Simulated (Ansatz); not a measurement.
# 2 structures of Rb3Na: ranking of polymorphs by energy

Aim: a ranking of polymorphs by energy, for 2 structures of Rb3Na, run from a script.

All numbers are computed with Ansatz 0.2.0, driven from Python. Level of theory: DFT LDA, plane waves, PAW.

## (1) Starting point

Rb3Na Pm-3m: The structure is cubic, space group Pm-3m (No. 221). Conventional cell: a = 6.761 Å, b = 6.761 Å, c = 6.761 Å, α = 90.00°, β = 90.00°, γ = 90.00°.

Rb3Na Fm-3m: The structure is cubic, space group Fm-3m (No. 225). Conventional cell: a = 10.672 Å, b = 10.672 Å, c = 10.672 Å, α = 90.00°, β = 90.00°, γ = 90.00°.

The script holds or builds the structure itself.

## (2) The code

File polymorphs_rb3na.py:

```python
"""Polymorphs of Rb3Na, after relaxing cells and atoms."""

import warnings

import ansatz as az
import numpy as np
import spglib

FUNCTIONAL = "lda"
CUTOFF = 500
K_SPACING = 0.33
SMEARING = "cold"
SMEARING_WIDTH = 0.1

PHASES = {
    "Pm-3m": (
        [(6.7606, 0.0, 0.0), (0.0, 6.7606, 0.0), (0.0, 0.0, 6.7606)],
        [
            ("Rb", (0.0, 0.5, 0.5)),
            ("Rb", (0.5, 0.0, 0.5)),
            ("Rb", (0.5, 0.5, 0.0)),
            ("Na", (0.0, 0.0, 0.0)),
        ],
    ),
    "Fm-3m": (
        [(0.0, 5.33582, 5.33582), (5.33582, 0.0, 5.33582), (5.33582, 5.33582, 0.0)],
        [
            ("Rb", (0.25, 0.25, 0.25)),
            ("Rb", (0.75, 0.75, 0.75)),
            ("Rb", (0.5, 0.5, 0.5)),
            ("Na", (0.0, 0.0, 0.0)),
        ],
    ),
}


def build(vectors, sites):
    crystal = az.Crystal(lattice=az.Lattice.of(vectors))
    for symbol, position in sites:
        crystal = crystal.atom(symbol, position)
    return crystal


def solve(name, crystal):
    calc = (
        crystal.calculation()
        .functional(FUNCTIONAL)
        .basis(CUTOFF)
        .kpoints(spacing=K_SPACING)
        .occupations(SMEARING, width=SMEARING_WIDTH)
        .stress()
        .band_table()
    )
    calc = calc.relax(force_tolerance=0.01, max_steps=40, cell=True)
    return calc.run()


def space_group(outcome):
    sites = outcome.report["lattice"]["sites"]
    kinds = sorted({site["symbol"] for site in sites})
    cell = (outcome.lattice.cell_ang, [site["position_frac"] for site in sites], [kinds.index(site["symbol"]) for site in sites])
    return spglib.get_spacegroup(cell, symprec=0.01)


def volume_per_atom(outcome):
    return abs(np.linalg.det(outcome.lattice.cell_ang)) / len(outcome.lattice.sites)

warnings.simplefilter("ignore")

phases = {name: build(*cell) for name, cell in PHASES.items()}

done = {}
for name, crystal in phases.items():
    try:
        done[name] = solve(name, crystal)
    except az.NonConvergedError as error:
        print(name, "did not converge:", str(error)[:120])

energy = {name: o.report["energy_sigma0_ev"] / len(o.lattice.sites) for name, o in done.items()}
lowest = min(energy.values())
rows = [(name, len(o.lattice.sites), 1000 * (energy[name] - lowest), space_group(o), volume_per_atom(o)) for name, o in done.items()]
rows.sort(key=lambda row: row[2])
print("     phase       atoms  dE (meV/atom)  space group  V (A^3/atom)")
for row in rows:
    print(f"{str(row[0]):>10}  {row[1]:10d}  {row[2]:13.1f}  {str(row[3]):>11}  {row[4]:12.3f}")
print("order:", " < ".join(row[0] for row in rows))
```

## (3) The input behind the calls

The engine receives this input (first run):

```yaml
crystal:
  lattice:
    - [6.7606, 0.0, 0.0]
    - [0.0, 6.7606, 0.0]
    - [0.0, 0.0, 6.7606]
  atoms:
    - { symbol: Rb, position: [0.0, 0.5, 0.5] }
    - { symbol: Rb, position: [0.5, 0.0, 0.5] }
    - { symbol: Rb, position: [0.5, 0.5, 0.0] }
    - { symbol: Na, position: [0.0, 0.0, 0.0] }
basis:
  ecutwfc: 500.0
kpoints:
  mp_grid:
    kspacing: 0.33
hamiltonian:
  xc: lda
scf:
  occupations:
    method: cold
    width: 0.1
relax:
  f_tol: 0.01
  max_steps: 40
  cell: {}
output:
  stress: true
  eigenvalues: true
```

## (4) The run

Started as:

```console
> python polymorphs_rb3na.py
```

**Question.** Which of these structures comes out lowest, and how far apart are they?

**Answer**, as computed:

| quantity | value |
| --- | --- |
| runs compared | 2 |
| lowest | run 2 (Fm-3m) |
| next above it by | 42.8 meV/atom |
| moves of the relaxation of run 1 | 3 |
| energy gained in run 1 (ahead of the last change of basis) | 19.0 meV/atom |
| last largest force component of run 1 | 0.0000 eV/Å |
| relaxed conventional cell of run 1 | a = 6.419 Å, b = 6.419 Å, c = 6.419 Å, α = 90.00°, β = 90.00°, γ = 90.00° |
| space group at the end of run 1 | Pm-3m |
| moves of the relaxation of run 2 | 2 |
| energy gained in run 2 (ahead of the last change of basis) | 21.5 meV/atom |
| last largest force component of run 2 | 0.0000 eV/Å |
| relaxed conventional cell of run 2 | a = 10.086 Å, b = 10.086 Å, c = 10.086 Å, α = 90.00°, β = 90.00°, γ = 90.00° |
| space group at the end of run 2 | Fm-3m |

In words: By space group at the end of each run: Fm-3m (+0 meV an atom, 64.1 Å³) and Pm-3m (+43 meV an atom, 66.1 Å³). In run 1, over 3 moves the cell shrank by 14.4 % in volume, and the space group stayed Pm-3m. In run 2, over 2 moves the cell shrank by 15.6 % in volume, and the space group stayed Fm-3m. Reading the output:
- For the metals among these cells the mesh is coarse, so their volumes and pressures are rough.
- The ranking holds among these structures alone, at zero temperature; the ground state may be another structure. Differences under about 40 meV an atom lie within the error of mesh and functional. Whether this is the phase that is stable at ambient conditions was not tested.
